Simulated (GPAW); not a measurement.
The system is SnSe2.

```
Sn Se
1.0
     3.81100    0.00000    0.00000
    -1.90550    3.30042    0.00000
     0.00000    0.00000    6.13600
Sn Se
1 2
Direct
  0.00000 0.00000 0.00000
  0.33333 0.66667 0.24900
  0.66667 0.33333 0.75100
```

Base run:

```yaml
Program: GPAW 26.7.0
Functional: LDA
Potentials_or_basis: the program's PAW data sets (release 1.2.1) made for this functional
Cutoff: 600 eV
Basis: pw
k_mesh: 7 × 7 × 5
Occupations: fermi-dirac, width 0.05 eV
Spin: no spin polarisation
```

Its results: band gap on the k mesh 0.67 eV, indirect (least direct gap 0.88 eV).

The run is repeated on the same cell with these changes: functional from LDA to GLLB-SC. What comes out?

Band gap on the k mesh, kohn-sham part alone 1.06 eV, indirect (least direct gap 1.44 eV).

Caveats: spin-orbit coupling is left out, which moves the levels of the heavy elements; a model potential gives levels but no total energy (some runs); an odd mesh through Γ misses points on the zone boundary, where band edges often lie (some runs).

Not every run made on this cell is shown here.
